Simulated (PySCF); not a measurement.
# C10H18O2: NMR shifts at several levels of theory, part 2 of 2

PySCF 2.14.0. Atoms count from 0.

## 6. Nuclear shieldings: KT2/pcSseg-1

The job: settings as JSON, then the geometry in Å.

```
{"job": {"kind": "nmr", "xc": "KT2", "basis": "pcSseg-1", "pop": false}, "charge": 0, "multiplicity": 1}
C      3.083141    -1.055347    -0.876758
C      2.662447    -0.156033     0.020546
C      3.610258     0.456403     1.010285
C      1.228130     0.315819     0.111424
C      0.537691    -0.197735     1.386398
C     -0.887230     0.323136     1.516527
C     -1.751174     0.012712     0.298321
C     -2.061795    -1.478270     0.180613
O     -2.957775     0.729084     0.451400
C     -1.036113     0.548032    -0.948433
O     -1.872761     0.262642    -2.049215
C      0.369123    -0.008414    -1.107804
H      4.127989    -1.376294    -0.900655
H      2.413809    -1.504262    -1.613196
H      4.628736     0.060959     0.896006
H      3.649915     1.551817     0.885243
H      3.290168     0.272653     2.048613
H      1.265946     1.420408     0.197676
H      0.546436    -1.300862     1.367519
H      1.114859     0.094886     2.276523
H     -1.376857    -0.088354     2.413354
H     -0.880511     1.419037     1.641599
H     -1.159052    -2.104556     0.146244
H     -2.638779    -1.671403    -0.735029
H     -2.664172    -1.782946     1.048272
H     -3.398962     0.675044    -0.406462
H     -0.972919     1.645158    -0.800361
H     -1.551402     0.751033    -2.812886
H      0.302509    -1.097643    -1.262239
H      0.833553     0.409788    -2.017245
```

Method: GIAO KT2/pcSseg-1 NMR shielding, non-relativistic, gas phase.

Output:

```text
coarse grid: 24192 points
cycle   1  E = -551.0120077743  dE =  1.293e+00  |g| = 1.130e+00  |ddm| = 4.962e+00
cycle   2  E = -550.5137874808  dE =  4.982e-01  |g| = 1.914e+00  |ddm| = 3.801e+00
cycle   3  E = -551.2705492666  dE = -7.568e-01  |g| = 2.229e-01  |ddm| = 2.983e+00
cycle   4  E = -551.2800288980  dE = -9.480e-03  |g| = 9.013e-02  |ddm| = 3.459e-01
cycle   5  E = -551.2818652635  dE = -1.836e-03  |g| = 2.395e-02  |ddm| = 1.222e-01
cycle   6  E = -551.2819722377  dE = -1.070e-04  |g| = 1.164e-02  |ddm| = 3.726e-02
cycle   7  E = -551.2820031643  dE = -3.093e-05  |g| = 4.437e-03  |ddm| = 1.421e-02
cycle   8  E = -551.2820082509  dE = -5.087e-06  |g| = 1.218e-03  |ddm| = 5.593e-03
final grid: 231192 points
cycle   9  E = -551.3652327195  dE = -5.327e-04  |g| = 1.869e-02  |ddm| = 1.255e-01
cycle  10  E = -551.3651176995  dE =  1.150e-04  |g| = 2.801e-02  |ddm| = 4.716e-02
cycle  11  E = -551.3653133607  dE = -1.957e-04  |g| = 2.511e-03  |ddm| = 3.218e-02
cycle  12  E = -551.3653145870  dE = -1.226e-06  |g| = 1.214e-03  |ddm| = 3.873e-03
cycle  13  E = -551.3653149011  dE = -3.142e-07  |g| = 4.792e-04  |ddm| = 1.491e-03
cycle  14  E = -551.3653149614  dE = -6.026e-08  |g| = 1.024e-04  |ddm| = 5.767e-04
cycle  15  E = -551.3653149637  dE = -2.314e-09  |g| = 3.706e-05  |ddm| = 1.346e-04
cycle  16  E = -551.3653149640  dE = -2.665e-10  |g| = 7.864e-06  |ddm| = 4.487e-05
converged SCF energy = -551.3653149640

GIAO shielding tensors (ppm)
atom      isotropic    diamagn.    paramagn.     s11        s22        s33       span
  0 C       77.828     254.154    -176.326    -11.875     94.956    150.403    162.278
  1 C       34.447     259.883    -225.437    -75.863     27.725    151.478    227.341
  2 C      157.828     245.513     -87.685    136.345    152.005    185.134     48.790
  3 C      136.597     252.963    -116.366    123.927    136.874    148.990     25.063
  4 C      148.585     252.339    -103.754    135.328    146.666    163.761     28.433
  5 C      142.934     248.207    -105.273    130.562    138.235    160.004     29.443
  6 C      110.764     249.100    -138.335     93.006     99.341    139.946     46.940
  7 C      164.712     249.146     -84.434    149.134    160.360    184.643     35.509
  8 O      240.459     389.500    -149.041    205.246    217.879    298.253     93.006
  9 C      101.456     248.592    -147.136     85.680     97.659    121.029     35.349
 10 O      272.115     388.271    -116.157    238.367    271.596    306.381     68.015
 11 C      143.120     253.106    -109.986    126.211    142.997    160.152     33.941
 12 H       26.303      28.398      -2.095     24.257     24.672     29.980      5.723
 13 H       26.372      34.089      -7.717     23.435     24.264     31.416      7.981
 14 H       29.444      26.047       3.396     25.464     27.897     34.970      9.506
 15 H       29.538      27.903       1.635     25.576     28.016     35.022      9.446
 16 H       28.991      29.044      -0.053     23.950     29.702     33.319      9.369
 17 H       29.422      36.102      -6.679     25.642     29.197     33.428      7.785
 18 H       30.235      34.165      -3.930     26.580     30.556     33.569      6.988
 19 H       29.239      33.022      -3.783     23.061     29.631     35.023     11.962
 20 H       29.505      31.251      -1.746     25.218     28.252     35.046      9.828
 21 H       29.742      32.386      -2.644     25.828     28.968     34.430      8.602
 22 H       29.878      32.320      -2.442     25.054     30.010     34.571      9.517
 23 H       29.649      31.125      -1.476     25.055     29.037     34.855      9.799
 24 H       30.553      29.931       0.621     27.274     27.715     36.668      9.394
 25 H       28.974      33.764      -4.790     19.531     28.218     39.174     19.644
 26 H       27.657      34.702      -7.045     24.232     28.615     30.122      5.891
 27 H       30.961      32.914      -1.953     22.092     27.424     43.367     21.275
 28 H       29.769      35.682      -5.913     26.530     30.209     32.568      6.039
 29 H       29.761      34.454      -4.693     25.137     29.629     34.517      9.380
```

Run time: 32 s. Hardware: 8 threads of AMD EPYC 9R14 (Zen 4), shared host.

This run: δ C1 148.8, C0 105.4, C9 81.8, C6 72.5, H12 4.88, H13 4.81 ppm.

## 7. Nuclear shieldings: HF/pcSseg-1

The job, as its differences from that of step 6:

```diff
@@ -1,2 +1,2 @@
-{"job": {"kind": "nmr", "xc": "KT2", "basis": "pcSseg-1", "pop": false}, "charge": 0, "multiplicity": 1}
+{"job": {"kind": "nmr", "xc": "HF", "basis": "pcSseg-1", "pop": false}, "charge": 0, "multiplicity": 1}
 C      3.083141    -1.055347    -0.876758
```

Method: GIAO HF/pcSseg-1 NMR shielding, non-relativistic, gas phase.

Output:

```text
final grid: 231192 points
cycle   1  E = -538.5829757881  dE =  2.917e+00  |g| = 8.396e-01  |ddm| = 4.749e+00
cycle   2  E = -538.7406776009  dE = -1.577e-01  |g| = 4.445e-01  |ddm| = 1.009e+00
cycle   3  E = -538.7773630339  dE = -3.669e-02  |g| = 1.115e-01  |ddm| = 4.581e-01
cycle   4  E = -538.7809026633  dE = -3.540e-03  |g| = 1.453e-02  |ddm| = 1.376e-01
cycle   5  E = -538.7809737569  dE = -7.109e-05  |g| = 3.859e-03  |ddm| = 2.640e-02
cycle   6  E = -538.7809792384  dE = -5.481e-06  |g| = 1.348e-03  |ddm| = 7.069e-03
cycle   7  E = -538.7809799798  dE = -7.414e-07  |g| = 3.323e-04  |ddm| = 2.847e-03
cycle   8  E = -538.7809800348  dE = -5.509e-08  |g| = 1.237e-04  |ddm| = 8.075e-04
cycle   9  E = -538.7809800403  dE = -5.458e-09  |g| = 2.992e-05  |ddm| = 2.392e-04
cycle  10  E = -538.7809800408  dE = -4.663e-10  |g| = 1.230e-05  |ddm| = 5.861e-05
converged SCF energy = -538.7809800408

GIAO shielding tensors (ppm)
atom      isotropic    diamagn.    paramagn.     s11        s22        s33       span
  0 C       75.632     253.455    -177.823    -42.671    109.134    160.434    203.104
  1 C       32.556     259.843    -227.286   -108.867     38.123    168.414    277.281
  2 C      167.775     239.724     -71.949    148.748    163.683    190.895     42.147
  3 C      154.452     247.977     -93.525    142.821    154.372    166.164     23.344
  4 C      163.477     247.741     -84.264    152.789    162.235    175.407     22.618
  5 C      156.338     244.193     -87.856    146.155    152.181    170.677     24.522
  6 C      129.814     245.054    -115.240    114.738    118.357    156.345     41.607
  7 C      171.551     245.235     -73.684    157.222    167.528    189.903     32.682
  8 O      277.715     392.835    -115.120    245.969    270.958    316.218     70.249
  9 C      120.639     243.739    -123.100    106.519    117.367    138.033     31.514
 10 O      304.719     391.336     -86.617    272.991    290.713    350.453     77.462
 11 C      157.205     247.732     -90.527    140.700    157.953    172.961     32.261
 12 H       26.613      29.643      -3.030     24.192     24.334     31.313      7.121
 13 H       26.800      32.930      -6.130     23.415     24.348     32.638      9.222
 14 H       29.802      27.253       2.549     25.009     28.154     36.243     11.234
 15 H       30.119      27.420       2.699     25.642     28.558     36.158     10.517
 16 H       29.673      28.011       1.662     24.211     30.391     34.417     10.206
 17 H       30.611      35.413      -4.802     26.189     30.341     35.304      9.116
 18 H       31.064      32.980      -1.917     27.022     30.918     35.251      8.229
 19 H       30.187      33.334      -3.147     23.386     30.118     37.057     13.671
 20 H       30.192      31.658      -1.466     25.223     28.622     36.730     11.507
 21 H       30.492      31.979      -1.488     26.074     29.398     36.003      9.929
 22 H       30.705      30.931      -0.226     25.617     30.795     35.702     10.086
 23 H       30.083      30.620      -0.537     25.101     29.126     36.023     10.922
 24 H       30.786      29.941       0.845     26.681     27.697     37.979     11.298
 25 H       29.376      33.302      -3.926     18.808     28.039     41.282     22.474
 26 H       28.792      33.868      -5.075     25.308     29.910     31.159      5.851
 27 H       30.965      33.023      -2.058     20.877     26.550     45.468     24.591
 28 H       30.347      34.083      -3.736     26.364     30.967     33.710      7.345
 29 H       30.515      34.480      -3.965     25.020     30.259     36.266     11.246
```

Wall time 24 s (8 threads of AMD EPYC 9R14 (Zen 4), shared host).

In short: δ C1 158.3, C0 115.2, C9 70.2, C6 61.0, H12 5.07, H13 4.89 ppm.

## 8. Comparing the runs: NMR shifts

Shifts (ppm) of some atoms, chosen among heavy atoms and hydrogens apart, with basis size and wall time:

| run | C9 | C6 | C3 | H26 | H17 | O8 | O10 | functions | time |
| --- | --- | --- | --- | --- | --- | --- | --- | --- | --- |
| PBE0/pcSseg-1 | 79.7 | 70.4 | 44.1 | 3.32 | 1.54 | 81.0 | 50.5 | 294 | 45 s |
| PBE/pcSseg-1 | 83.8 | 73.8 | 47.4 | 3.53 | 1.74 | 93.0 | 62.0 | 294 | 32 s |
| wB97X-D/pcSseg-1 | 79.6 | 70.5 | 43.2 | 3.28 | 1.44 | 76.1 | 45.9 | 294 | 54 s |
| KT2/pcSseg-1 | 81.8 | 72.5 | 46.6 | 3.52 | 1.76 | 90.2 | 58.5 | 294 | 32 s |
| HF/pcSseg-1 | 70.2 | 61.0 | 36.4 | 2.89 | 1.07 | 55.6 | 28.6 | 294 | 24 s |

## 9. What came out

This closing draws on all 2 parts.

| quantity | value |
| --- | --- |
| point group | C1 |
| rotational constants (main isotopes) | 1.73, 0.57, 0.50 GHz |
| ¹³C shifts against TMS (PBE0/pcSseg-1) | 158.5, 115.3, 79.7, 70.4, 44.1, 39.0, 38.4, 32.0, 25.3, 19.3 ppm |
| ¹H shifts against TMS (PBE0/pcSseg-1, means over atoms taken as alike) | 5.09, 4.97, 3.32, 2.17, 1.85, 1.75, 1.62, 1.54, 1.41, 1.35, 1.31, 1.14, 0.83, 0.33 ppm |
| ¹⁷O shifts against H2O (PBE0/pcSseg-1) | 81.0, 50.5 ppm |
| range of the shift of O8 | 55.6 to 93.0 ppm |

In words: Single values in the summary come from the first sound run of each kind (PBE0/pcSseg-1), which need not be the best level. The optimisation took 11 steps and gained 0.109 eV; among the close pairs (by a distance rule), C0–H13 changed most, from 1.075 to 1.092 Å. C1 (fully substituted alkene carbon) lies farthest downfield among carbon, at 158.5 ppm; an sp2 carbon of a C=C bond. At PBE0/pcSseg-1: The widest tensor belongs to C1: span 255 ppm, with a paramagnetic part of -234 ppm. Across the 5 runs the shift of O8 moves most, between 55.6 (HF/pcSseg-1) and 93.0 ppm (PBE/pcSseg-1).
